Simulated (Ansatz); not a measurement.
# C (diamond): the cost of one run

Method: DFT LDA, scalar-relativistic, plane waves, PAW, in Ansatz 0.2.0.

## Step 1: The starting structure

Symmetry: Fd-3m, No. 227, cubic system. Conventional cell: a = 3.567 Å, b = 3.567 Å, c = 3.567 Å, α = 90.00°, β = 90.00°, γ = 90.00°. Around C (site symmetry -43m) lie 4 C at 1.54 Å.

Structure file:

```cif
data_structure
_symmetry_space_group_name_H-M 'P 1'
_symmetry_Int_Tables_number 1
_cell_length_a 3.5670
_cell_length_b 3.5670
_cell_length_c 3.5670
_cell_angle_alpha 90.000
_cell_angle_beta 90.000
_cell_angle_gamma 90.000
_cell_volume 45.38
loop_
_atom_site_label
_atom_site_type_symbol
_atom_site_fract_x
_atom_site_fract_y
_atom_site_fract_z
_atom_site_occupancy
C1 C 0.00000 0.00000 0.00000 1
C2 C 0.00000 0.50000 0.50000 1
C3 C 0.50000 0.00000 0.50000 1
C4 C 0.50000 0.50000 0.00000 1
C5 C 0.25000 0.25000 0.25000 1
C6 C 0.25000 0.75000 0.75000 1
C7 C 0.75000 0.25000 0.75000 1
C8 C 0.75000 0.75000 0.25000 1
```

## Step 2: Relaxing cell and atoms: C (diamond), no spin

File input.yaml:

```yaml
crystal:
  lattice:
    - [3.567, 0.0, 0.0]
    - [0.0, 3.567, 0.0]
    - [0.0, 0.0, 3.567]
  atoms:
    - { symbol: C, position: [0.0, 0.0, 0.0] }
    - { symbol: C, position: [0.0, 0.5, 0.5] }
    - { symbol: C, position: [0.5, 0.0, 0.5] }
    - { symbol: C, position: [0.5, 0.5, 0.0] }
    - { symbol: C, position: [0.25, 0.25, 0.25] }
    - { symbol: C, position: [0.25, 0.75, 0.75] }
    - { symbol: C, position: [0.75, 0.25, 0.75] }
    - { symbol: C, position: [0.75, 0.75, 0.25] }
scf:
  occupations: { method: fixed }
output:
  forces: true
  stress: true
  eigenvalues: true
  write_density: true
  write_potential: true
  elf: true
  volumetric_format: npy
hamiltonian:
  xc: lda
kpoints:
  mp_grid: { grid: [6, 6, 6] }
basis:
  ecutwfc: 520
relax:
  f_tol: 0.002
  max_steps: 60
  cell: { stress_tol: 0.05 }
```

Command:

```console
> ansatz run input.yaml --threads 8 --pin off --max-ram 18432MiB --backend cpu --events-out ev --progress --plain --runs-dir out
```

What time and memory should one allow on 8 threads of Arm Neoverse N1, shared host?

About 3.2 s, with a peak of 0.36 GiB.
